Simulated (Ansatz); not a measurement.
# AlFH4N2, SMILES [NH2][Al]([NH2])[F]: a short molecular-dynamics run

Computed with the Ansatz DFT code, driven from Python.

`alfh4n2.xyz`
```text
8

N    -0.39600    1.60350   -0.24450
Al   -0.18380   -0.24450   -0.34700
N     0.78400   -1.13030    1.00540
F    -0.79610   -1.17290   -1.72060
H    -1.04920    1.90070   -1.08350
H    -0.99590    1.85120    0.60960
H     1.81370   -0.74470    0.98830
H     0.91550   -2.12020    0.73640
```

Notebook, run cell by cell (the value of a cell's last expression is shown):

In [1]:
```python
import ansatz as az
import numpy as np
```

In [2]:
```python
molecule = az.Crystal.molecule_from_extxyz("alfh4n2.xyz")

calc = (
    molecule.calculation()
    .basis(gaussian="def2-SVP")  # the orbital basis, by name
    .functional("pbe0")
    .accuracy("medium")
)
symbols = [site.symbol for site in molecule.cartesian_sites]
start = np.array([site.position_ang for site in molecule.cartesian_sites], dtype=float)
data = calc.relax(force_tolerance=0.02).run(threads=1).report
end = np.array(data["positions_ang"])
minimum = az.Crystal.molecule()
for symbol, place in zip(symbols, end):
    minimum = minimum.atom(symbol, place.tolist())
```

In [3]:
```python
# dynamics from the relaxed geometry
calc = (
    minimum.calculation()
    .basis(gaussian="def2-SVP")
    .functional("pbe0")
    .accuracy("medium")
    .md("nve", timestep=0.5, steps=30, temperature=800, initial_velocities="maxwell_boltzmann", seed=83)
)
frames = []
out = calc.session().plan().execute(on_event=lambda e: frames.append(e["data"]) if e["event"] == "md_step" else None)
print("t (fs)   E_pot (eV)      E_kin (eV)   T (K)   d(0-1) (A)")
for f in frames[::1]:
    xyz = np.array(f["positions_ang"])
    print(f"{f['time_fs']:6.2f} {f['lagrangian_ev']:14.5f} {f['e_kin_ev']:10.5f} {f['temperature_k']:8.1f} {np.linalg.norm(xyz[0] - xyz[1]):9.4f}")
kept = np.array([f["conserved_ev"] for f in frames])
print(f"conserved energy moves by at most {1000 * np.ptp(kept):.3f} meV")
```
```text
t (fs)   E_pot (eV)      E_kin (eV)   T (K)   d(0-1) (A)
  0.00   -12347.28241    0.62045    800.0    1.7634
  0.50   -12347.26299    0.60151    775.6    1.7653
  1.00   -12347.21282    0.55277    712.7    1.7672
  1.50   -12347.15432    0.49597    639.5    1.7691
  2.00   -12347.11351    0.45613    588.1    1.7710
  2.50   -12347.10524    0.44753    577.0    1.7728
  3.00   -12347.12497    0.46602    600.9    1.7746
  3.50   -12347.15374    0.49346    636.3    1.7764
  4.00   -12347.17067    0.50959    657.1    1.7782
  4.50   -12347.16271    0.50155    646.7    1.7799
  5.00   -12347.12805    0.46744    602.7    1.7816
  5.50   -12347.07547    0.41593    536.3    1.7832
  6.00   -12347.02197    0.36371    469.0    1.7848
  6.50   -12346.98751    0.33016    425.7    1.7862
  7.00   -12346.98592    0.32852    423.6    1.7874
  7.50   -12347.01615    0.35762    461.1    1.7886
  8.00   -12347.06089    0.40073    516.7    1.7895
  8.50   -12347.09504    0.43355    559.0    1.7903
  9.00   -12347.09834    0.43647    562.8    1.7909
  9.50   -12347.06530    0.40421    521.2    1.7913
 10.00   -12347.00847    0.34900    450.0    1.7916
 10.50   -12346.95316    0.29530    380.8    1.7917
 11.00   -12346.92401    0.26675    343.9    1.7917
 11.50   -12346.93035    0.27239    351.2    1.7915
 12.00   -12346.96167    0.30232    389.8    1.7912
 12.50   -12346.99638    0.33582    433.0    1.7908
 13.00   -12347.01494    0.35382    456.2    1.7903
 13.50   -12347.00743    0.34640    446.6    1.7896
 14.00   -12346.97452    0.31410    405.0    1.7889
 14.50   -12346.92562    0.26619    343.2    1.7880
 15.00   -12346.87636    0.21806    281.2    1.7870
conserved energy moves by at most 4.710 meV
```

These settings explore the input space; basis and method may be short of convergence. The trajectory is only some femtoseconds long, so its temperature is not equilibrated; where the script doesn't relax first, it starts from a rough generated geometry. The temperature counts the internal degrees of freedom alone. Hardware and time: 90 s on 1 thread of Intel(R) Xeon(R) Platinum 8375C CPU @ 2.90GHz (Ice Lake), with other jobs on the host, peak memory 0.23 GiB.

(Lines on the test bed's own set-up are left out of the output.)
